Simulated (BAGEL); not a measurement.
**HF/3-21G (density fitting with qzvpp-jkfit) run of CH2FNSSi (SMILES FC1=N[SiH2]S1)**

What is the vertical singlet–triplet gap of CH2FNSSi at HF/3-21G (density fitting with qzvpp-jkfit)? 

The results are computed with BAGEL 1.2.2.

1 further run of the same task is left out (it didn't finish). Runs told in other sessions of the task aren't counted.

### 1 The system as given

CH2FNSSi has 7 atoms, charge 0, and is taken as a singlet. SMILES: `FC1=N[SiH2]S1`. The coordinates come from a PBE0-D4/def2-TZVP relaxation.

Bond lengths: F1–C2 1.316 Å, C2–N3 1.264 Å, N3–Si4 1.755 Å, C2–S5 1.779 Å, Si4–S5 2.172 Å, Si4–H6 1.478 Å, Si4–H7 1.478 Å. Some angles: F1–C2–N3 124.1°, F1–C2–S5 117.1°, N3–C2–S5 118.7°, C2–N3–Si4 91.5°, N3–Si4–S5 83.4°, C2–S5–Si4 66.4°, N3–Si4–H6 115.0°, N3–Si4–H7 115.0°, S5–Si4–H6 114.2°, S5–Si4–H7 114.2°.

### 2 A single-point energy at HF/3-21G (density fitting with qzvpp-jkfit)

Input file calc.json:

```json
{ "bagel": [

{
  "title": "molecule",
  "basis": "3-21g",
  "df_basis": "qzvpp-jkfit",
  "angstrom": "true",
  "geometry": [
    { "atom": "F", "xyz": [       1.147800,      -1.939300,       1.137100 ] },
    { "atom": "C", "xyz": [       0.551100,      -0.929900,       0.538600 ] },
    { "atom": "N", "xyz": [      -0.672300,      -0.915900,       0.221400 ] },
    { "atom": "Si", "xyz": [      -0.525200,       0.696600,      -0.454900 ] },
    { "atom": "S", "xyz": [       1.547900,       0.494500,       0.161700 ] },
    { "atom": "H", "xyz": [      -1.272100,       1.746800,       0.268200 ] },
    { "atom": "H", "xyz": [      -0.716300,       0.779100,      -1.917900 ] }
  ]
},

{ "title": "hf" },

{ "title": "print", "file": "orbitals.molden", "orbitals": "true" }

]}
```

On the command line:

```console
$ BAGEL_NUM_THREADS=1 BAGEL calc.json > calc.out
```

The program printed:

```text
* using 1 threads per process

  ===============================================================
  ===============================================================

  *** Geometry ***

  { "atom" : "F", "xyz" : [      2.169028,     -3.664746,      2.148808 ] },
  { "atom" : "C", "xyz" : [      1.041428,     -1.757256,      1.017806 ] },
  { "atom" : "N", "xyz" : [     -1.270463,     -1.730800,      0.418385 ] },
  { "atom" : "Si", "xyz" : [     -0.992484,      1.316383,     -0.859636 ] },
  { "atom" : "S", "xyz" : [      2.925107,      0.934470,      0.305569 ] },
  { "atom" : "H", "xyz" : [     -2.403921,      3.300974,      0.506825 ] },
  { "atom" : "H", "xyz" : [     -1.353611,      1.472286,     -3.624306 ] },

  Number of auxiliary basis functions:      521

  Since a DF basis is specified, we compute 2- and 3-index integrals:
    o Being stored without compression. Storage requirement is 0.014 GB

  Number of basis functions:       57
  Number of electrons      :       54

    * METHOD: MOLECULE                             0.23

  *** RHF ***

  === Nuclear Repulsion ===
   279.6957152972

      * DIIS with orbital gradients will be used.

  === RHF iteration (3-21g) ===
      0       -874.58302640          0.02529859           0.06
      1       -874.69804082          0.01835588           0.06
      2       -874.77106824          0.00179977           0.06
      3       -874.77302293          0.00107653           0.06
      4       -874.77353683          0.00027929           0.06
      5       -874.77362176          0.00013090           0.06
      6       -874.77363885          0.00004911           0.06
      7       -874.77364131          0.00001114           0.06
      8       -874.77364142          0.00000436           0.06
      9       -874.77364144          0.00000232           0.06
     10       -874.77364144          0.00000071           0.06
     11       -874.77364144          0.00000031           0.06
     12       -874.77364144          0.00000010           0.06
     13       -874.77364144          0.00000005           0.06
     14       -874.77364144          0.00000002           0.06
     15       -874.77364144          0.00000001           0.06
    * SCF iteration converged.

    * Permanent dipole moment:
           (    0.450722,    -1.156951,     0.626687) a.u.

    * METHOD: HF                                   1.13

    * METHOD: PRINT                                0.01

  ===============================================================
```

Run time: 1.5 s. Hardware: 1 thread of Arm Neoverse V1, shared host; peak memory 0.097 GiB.

### 3 The triplet

Input file calc.json:

```json
{ "bagel": [

{
  "title": "molecule",
  "basis": "3-21g",
  "df_basis": "qzvpp-jkfit",
  "angstrom": true,
  "geometry": [
    { "atom": "F", "xyz": [    1.147800,   -1.939300,    1.137100 ] },
    { "atom": "C", "xyz": [    0.551100,   -0.929900,    0.538600 ] },
    { "atom": "N", "xyz": [   -0.672300,   -0.915900,    0.221400 ] },
    { "atom": "Si", "xyz": [   -0.525200,    0.696600,   -0.454900 ] },
    { "atom": "S", "xyz": [    1.547900,    0.494500,    0.161700 ] },
    { "atom": "H", "xyz": [   -1.272100,    1.746800,    0.268200 ] },
    { "atom": "H", "xyz": [   -0.716300,    0.779100,   -1.917900 ] }
  ]
},
{ "title": "uhf", "charge": 0, "nopen": 2 },
{ "title": "print", "file": "orbitals.molden", "orbitals": true }

]}
```

On the command line:

```console
$ BAGEL_NUM_THREADS=1 BAGEL calc.json > calc.out
```

The program printed:

```text
* using 1 threads per process

  ===============================================================
  ===============================================================

  *** Geometry ***

  { "atom" : "F", "xyz" : [      2.169028,     -3.664746,      2.148808 ] },
  { "atom" : "C", "xyz" : [      1.041428,     -1.757256,      1.017806 ] },
  { "atom" : "N", "xyz" : [     -1.270463,     -1.730800,      0.418385 ] },
  { "atom" : "Si", "xyz" : [     -0.992484,      1.316383,     -0.859636 ] },
  { "atom" : "S", "xyz" : [      2.925107,      0.934470,      0.305569 ] },
  { "atom" : "H", "xyz" : [     -2.403921,      3.300974,      0.506825 ] },
  { "atom" : "H", "xyz" : [     -1.353611,      1.472286,     -3.624306 ] },

  Number of auxiliary basis functions:      521

  Since a DF basis is specified, we compute 2- and 3-index integrals:
    o Being stored without compression. Storage requirement is 0.014 GB

  Number of basis functions:       57
  Number of electrons      :       54

    * METHOD: MOLECULE                             0.23

  *** Open-shell HF ***

  === Nuclear Repulsion ===
   279.6957152972

      * DIIS with orbital gradients will be used.

  === UHF iteration (3-21g) ===
      0       -874.34510575          0.04864108           0.12
      1       -874.46859257          0.03795315           0.12
      2       -874.52307503          0.02827722           0.12
      3       -874.58767054          0.00313772           0.13
      4       -874.59243503          0.00241261           0.13
      5       -874.59672526          0.00228214           0.12
      6       -874.60219999          0.00205982           0.12
      7       -874.61150375          0.00121373           0.13
      8       -874.61355799          0.00136074           0.13
      9       -874.61437895          0.00102224           0.12
     10       -874.61456569          0.00027058           0.12
     11       -874.61458215          0.00014227           0.13
     12       -874.61460349          0.00002280           0.12
     13       -874.61460618          0.00000752           0.12
     14       -874.61460757          0.00000301           0.12
     15       -874.61460823          0.00000181           0.12
     16       -874.61460846          0.00000124           0.12
     17       -874.61460852          0.00000061           0.12
     18       -874.61460852          0.00000031           0.12
     19       -874.61460852          0.00000021           0.12
     20       -874.61460852          0.00000015           0.13
     21       -874.61460852          0.00000014           0.12
     22       -874.61460852          0.00000013           0.12
     23       -874.61460852          0.00000013           0.13
     24       -874.61460852          0.00000013           0.12
     25       -874.61460852          0.00000013           0.13
     26       -874.61460852          0.00000013           0.12
     27       -874.61460852          0.00000013           0.12
     28       -874.61460852          0.00000013           0.13
     29       -874.61460852          0.00000012           0.12
     30       -874.61460852          0.00000011           0.12
     31       -874.61460852          0.00000010           0.12
     32       -874.61460852          0.00000009           0.12
     33       -874.61460852          0.00000007           0.13
     34       -874.61460852          0.00000005           0.13
     35       -874.61460852          0.00000003           0.12
     36       -874.61460852          0.00000002           0.12
     37       -874.61460852          0.00000001           0.12
     38       -874.61460852          0.00000001           0.12
     39       -874.61460852          0.00000001           0.12
    * SCF iteration converged.

    * S^2 (UHF) is 2.0261

    * Permanent dipole moment:
           (    0.731828,    -1.213756,     0.724334) a.u.

    * METHOD: UHF                                  5.12

    * METHOD: PRINT                                0.01

  ===============================================================
```

It took 5.7 s on 1 thread of Arm Neoverse V1, shared host; peak memory 0.096 GiB.

### 4 What came out

At HF/3-21G (density fitting with qzvpp-jkfit):

```
                                        quantity          value
                           singlet: total energy  -874.77364 Eh
                          singlet: dipole moment         3.54 D
                            singlet: HOMO energy      -10.78 eV
                            singlet: LUMO energy        2.36 eV
                          singlet: HOMO–LUMO gap       13.14 eV
                           triplet: total energy  -874.61461 Eh
                          triplet: dipole moment         4.05 D
                                   triplet: ⟨S²⟩          2.026
vertical energy of the triplet above the singlet       4.328 eV
```

What this shows: At this shape the triplet lies 4.33 eV (418 kJ/mol) above the singlet.
